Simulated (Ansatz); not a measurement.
# LuGaN2 (ordered alloy on rocksalt lattice): optics runs under varied settings

Aim: run 1 optics input for LuGaN2 (ordered alloy on rocksalt lattice) as typed, and read from each log whether it ends well.

Computed with Ansatz 0.2.0 (plane waves, PAW; settings as the input shows, unless a step's input says otherwise).

1 further run of the same task is left out (it didn't finish).

**1. The structure to begin with**

The structure is trigonal, space group R-3m (No. 166). The conventional cell has a = 3.218 Å, b = 3.218 Å, c = 15.201 Å, α = 90.00°, β = 90.00°, γ = 120.00°. Ga (site symmetry -3m) has 6 N at 2.20 Å as nearest neighbours. Lu (site symmetry -3m) has 6 N at 2.30 Å as nearest neighbours. N (site symmetry 3m) is surrounded by 3 Ga at 2.20 Å and 3 Lu at 2.30 Å.

As a file:

```
CELL_PARAMETERS angstrom
1.60905 0.92899 5.06700
-1.60905 0.92899 5.06700
0.00000 -1.85797 5.06700
ATOMIC_POSITIONS crystal
Ga 0.00000 0.00000 0.00000
Lu 0.50000 0.50000 0.50000
N 0.25638 0.25638 0.25638
N 0.74362 0.74362 0.74362
```

The cell was relaxed beforehand with r2SCAN; those runs aren't shown. No run includes spin-orbit coupling, which matters for Lu.

For scale, an earlier run with the standard settings (PBE, 8×8×8, gaussian width 0.1 eV, scissors 0 eV) gave ε∞ 9.38 (xx, yy), 8.94 (zz); tallest peak of ε₂: 12.6 at 3.75 eV.

**2. Input 1**

input.yaml

```yaml
crystal:
  lattice:
    - [1.6090532517, 0.928987328, 5.0670006812]
    - [-1.6090532517, 0.928987328, 5.0670006812]
    - [0.0, -1.857974656, 5.0670006812]
  atoms:
    - { symbol: Ga, position: [1.0, 0.0, 0.0] }
    - { symbol: Lu, position: [0.5, 0.5, 0.5] }
    - { symbol: "N", position: [0.256382637, 0.256382637, 0.256382637] }
    - { symbol: "N", position: [0.743617363, 0.743617363, 0.743617363] }
kpoints:
  mp_grid: { grid: [8, 8, 8] }
hamiltonian:
  xc: pbesol
scf:
  occupations: { method: fixed }
output:
  optics:
    e_range: [2, 30]
    de: 0.05
    sigma: 0.15
    scissors: 0
    scheme: fermi_dirac
    bands: scf
    eta: 0.1
```

Run with:

```bash
ansatz run input.yaml --threads 4 --pin off --max-ram 3686MiB --backend cpu --events-out ev --progress --plain --runs-dir out
```

Output:

```text
Error: YAML parse error: error: line 25 column 5: unknown field `eta`, expected one of e_range, de, sigma, scheme, scissors, drude_damping, nscf_kmesh, kdotp_interpolation, bands, direct_gap_floor, off_mesh_gap_check, smearing_carriers
  --> <input>:25:5
   |
23 |     scheme: fermi_dirac
24 |     bands: scf
25 |     eta: 0.1
   |     ^ unknown field `eta`, expected one of e_range, de, sigma, scheme, scissors, drude_damping, nscf_kmesh, kdotp_interpolation, bands, direct_gap_floor, off_mesh_gap_check, smearing_carriers
26 | checkpoint: { write: ck, compress: false, write_wavefunctions: false,…
   |
```

It took 0.03 s on 4 threads of Arm Neoverse V1, shared host; peak memory 0.022 GiB.

**Diagnosis.** The program refused the input. Optics has no key eta. To mend it, remove it; the width is sigma.

**3. How the runs ended**

```tsv
input	settings	ended	fault	time
1	PBEsol, 8×8×8, fermi-dirac width 0.15 eV, scissors 0 eV	refused	optics has no key eta	0.03 s
```

**Reading.** 1 refused. No run passed without a fault or warning, so no result is quoted.
